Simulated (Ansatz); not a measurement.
# C₂H₆ClNZn: a ladder of functionals and wavefunction methods

An exercise on one series of results from a longer session: the logs are not shown, and one member is left open.

Method: functionals in def2-TZVPP, the program's frozen cores in correlated methods; program: Ansatz 0.2.0, Gaussian basis.

Levels to be run: LDA (SPW92), PBE-D4, revPBE-D4, BLYP-D4, r2SCAN-D4, B97M-V, PBE0-D4, B3LYP-D4, r2SCANh-D4, r2SCAN0-D4, HSE06-D4, BHLYP-D4, CAM-B3LYP-D4, LC-ωPBE, ωB97X-V, ωB97M-V, B2PLYP, PBE-QIDH; CCSD(T)/def2-SVP; CCSD(T)/def2-TZVPP; MP2/def2-QZVPP; extrapolation to the limit; RPA on PBE.

**The relaxed structure**

All runs share one geometry, relaxed beforehand with PBE0-D4 in a triple-zeta def2 set.

11 atoms, charge 0, spin multiplicity 1.

Atoms are counted from 1 here; the program's logs count them from 0.

Bond lengths: C1–N2 1.438 Å, C1–H6 1.102 Å, C1–H7 1.102 Å, C1–H8 1.093 Å, N2–C3 1.438 Å, N2–Zn4 1.800 Å, C3–H9 1.102 Å, C3–H10 1.093 Å, C3–H11 1.102 Å, Zn4–Cl5 2.092 Å. Angles: N2–C1–H6 111.7°, N2–C1–H7 111.7°, N2–C1–H8 111.6°, H6–C1–H7 107.0°, H6–C1–H8 107.3°, H7–C1–H8 107.3°, C1–N2–C3 112.8°, C1–N2–Zn4 123.6°, C3–N2–Zn4 123.6°, N2–C3–H9 111.7°, N2–C3–H10 111.6°, N2–C3–H11 111.7°, H9–C3–H10 107.3°, H9–C3–H11 107.0°, H10–C3–H11 107.3°, N2–Zn4–Cl5 179.9°.

Set-up of the first run:

Input file in.yaml:

```yaml
crystal:
  periodic: [false, false, false]
  atoms:
    - {symbol: C, position_ang: [-1.109867, -0.514397, 0.552221]}
    - {symbol: N, position_ang: [-0.011856, 0.153230, -0.093920]}
    - {symbol: C, position_ang: [1.234776, -0.546971, 0.062524]}
    - {symbol: Zn, position_ang: [-0.177993, 1.704011, -0.992408]}
    - {symbol: Cl, position_ang: [-0.371687, 3.504577, -2.039329]}
    - {symbol: H, position_ang: [-0.942189, -0.620893, 1.635936]}
    - {symbol: H, position_ang: [-1.264164, -1.528191, 0.149496]}
    - {symbol: H, position_ang: [-2.046568, 0.032931, 0.420894]}
    - {symbol: H, position_ang: [1.512025, -0.654986, 1.123356]}
    - {symbol: H, position_ang: [2.054855, -0.024051, -0.435722]}
    - {symbol: H, position_ang: [1.187968, -1.562259, -0.362648]}
basis:
  gaussian: {orbitals: def2-TZVPP}
hamiltonian: {xc: lda}
output: {orbitals: {seedname: orbitals}}
```

On the command line:

```console
$ ansatz run in.yaml --threads 4 --pin off --events-out ev --progress --plain --max-ram 11315MiB
```

Among the steps run: LDA; PBE-D4 (GGA); revPBE-D4 (GGA); BLYP-D4 (GGA); r2SCAN-D4 (meta-GGA); B97M-V (meta-GGA); B3LYP-D4 (hybrid); r2SCANh-D4 (hybrid); r2SCAN0-D4 (hybrid); HSE06-D4 (hybrid); BHLYP-D4 (hybrid); CAM-B3LYP-D4 (range-separated); LC-ωPBE (range-separated); ωB97X-V (range-separated); ωB97M-V (range-separated); B2PLYP (double hybrid); PBE-QIDH (double hybrid).

One table of the session follows, with a row left open; its other results are not shown here.

It belongs to the step «Orbital energies across the functionals». 

```
  functional  HOMO (eV)  gap (eV)
 LDA (SPW92)      -5.00      3.02
      PBE-D4      -4.84      3.12
   revPBE-D4      -4.78      3.17
     BLYP-D4      -4.74      3.06
   r2SCAN-D4      -5.04      3.62
      B97M-V      -5.15      3.47
     PBE0-D4      -6.06      5.24
    B3LYP-D4      -5.88      4.74
  r2SCANh-D4          ?         ?
  r2SCAN0-D4      -6.22      5.57
    HSE06-D4      -5.66      4.47
    BHLYP-D4      -7.26      7.19
CAM-B3LYP-D4      -7.45      7.52
     LC-ωPBE      -8.75     10.12
     ωB97X-V      -8.43      9.56
     ωB97M-V      -8.36      9.19
```

Estimate the missing values for r2SCANh-D4.

Worked estimate for «HOMO (eV)». Against the share of exact exchange, r2SCAN-D4 (0, -5.04), r2SCAN0-D4 (0.25, -6.22) give a slope of -4.72 per unit share; at 0.1 the line stands at -5.51.

As computed: HOMO (eV): -5.51; gap (eV): 4.41. In «HOMO (eV)» the line misses by 0.00.
